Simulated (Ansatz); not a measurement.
The system is TaWC2.

```
CELL_PARAMETERS angstrom
1.57186 0.90751 5.10162
-1.57186 0.90751 5.10162
0.00000 -1.81502 5.10162
ATOMIC_POSITIONS crystal
W 0.00000 0.00000 0.00000
Ta 0.50000 0.50000 0.50000
C 0.25093 0.25093 0.25093
C 0.74907 0.74907 0.74907
```

The cell comes from a database or a generator and needn't be the stable form of this composition.

Base run:

```yaml
Program: Ansatz 0.2.0
Functional: PBEsol
Potentials_or_basis: JTH PAW
Cutoff: "1290 eV (not typed: the program's choice for these potentials)"
k_mesh: 10 × 10 × 10
Occupations: fermi-dirac, width 0.05 eV
Spin: no spin polarisation
```

Its results: band gap on the k mesh none (metal or under the smearing width); pressure -10.1 GPa; largest force 0.063 eV/Å.

Question: The run is repeated on the same cell with these changes: potentials or basis from JTH PAW to Ansatz PAW; cutoff from 1290 eV (not typed: the program's choice for these potentials) to 420 eV (not typed: the program's choice for these potentials). What comes out?

Answer: Band gap on the k mesh none (metal or under the smearing width); pressure -10.8 GPa; largest force 0.081 eV/Å.

Caveats: the PAW data sets come from PBE, with cores solved anew for the run's functional, which leaves a small shift of forces and pressure (some runs).
